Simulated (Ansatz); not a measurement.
# B4N3: the cost of one run

Computed with Ansatz 0.2.0 (DFT PBE, scalar-relativistic, plane waves, PAW, unless a step names another level, unless a step's input says otherwise).

3 further runs of the same task are left out: 1 that didn't finish, 2 set aside as unsound or not needed. Runs told in other sessions of the task aren't counted.

**1. The structure to begin with**

Symmetry: P-6m2, No. 187, hexagonal system. The conventional cell has a = 4.855 Å, b = 4.855 Å, c = 3.255 Å, α = 90.00°, β = 90.00°, γ = 120.00°. Around B (site symmetry mm2) lie 2 N at 1.44 Å. B (site symmetry -6m2) has 3 N at 1.40 Å in its first shell of neighbours. N (site symmetry mm2) has 3 B at 1.40 to 1.44 Å in its first shell of neighbours.

Structure file:

```cif
data_structure
_symmetry_space_group_name_H-M 'P-6m2'
_symmetry_Int_Tables_number 187
_cell_length_a 4.8550
_cell_length_b 4.8550
_cell_length_c 3.2553
_cell_angle_alpha 90.000
_cell_angle_beta 90.000
_cell_angle_gamma 120.000
_cell_volume 66.45
loop_
_atom_site_label
_atom_site_type_symbol
_atom_site_symmetry_multiplicity
_atom_site_Wyckoff_symbol
_atom_site_fract_x
_atom_site_fract_y
_atom_site_fract_z
_atom_site_occupancy
B1 B 3 j 0.50931 0.01863 0.00000 1
B2 B 1 a 0.00000 0.00000 0.00000 1
N1 N 3 j 0.16621 0.83379 0.00000 1
```

It came out lowest among 31 distinct ends of the trial cells. At a tolerance of 0.05 Å it has space group P-6m2 (No. 187).

**2. Relaxing to 0.001 eV/Å, on the response runs' mesh and smearing**

Contents of input.yaml:

```yaml
crystal:
  lattice:
    - [4.8550374129, 0.0, 0.0]
    - [-2.4275187065, 4.2045857359, 0.0]
    - [0.0, 0.0, 3.2553016939]
  atoms:
    - { symbol: B, position: [0.5093135203, 0.0186270406, 0.0] }
    - { symbol: B, position: [0.9813729594, 0.4906864797, 0.0] }
    - { symbol: B, position: [0.5093135203, 0.4906864797, 0.0] }
    - { symbol: B, position: [0.0, 0.0, 0.0] }
    - { symbol: "N", position: [0.1662105039, 0.8337894961, 0.0] }
    - { symbol: "N", position: [0.6675789923, 0.8337894961, 0.0] }
    - { symbol: "N", position: [0.1662105039, 0.3324210077, 0.0] }
basis:
  ecutwfc: 420
kpoints:
  mp_grid: { grid: [6, 6, 10] }
hamiltonian:
  xc: pbe
scf:
  occupations: { method: gaussian, width: 0.1 }
output:
  forces: true
  stress: true
  eigenvalues: true
relax:
  adjacent_minimum: "off"
  f_tol: 0.001
  max_steps: 60
  cell: { stress_tol: 0.01 }
```

The run is started by

```sh
$ ansatz run input.yaml --threads 3 --pin off --max-ram 7680MiB --backend cpu --events-out ev --progress --plain --runs-dir out
```

**Question.** How long does this run take on 3 threads of Intel Xeon at 2.50GHz (Skylake/Cascade Lake), shared host, and how much memory does it need?

About 8.9 s, with a peak of 0.43 GiB.
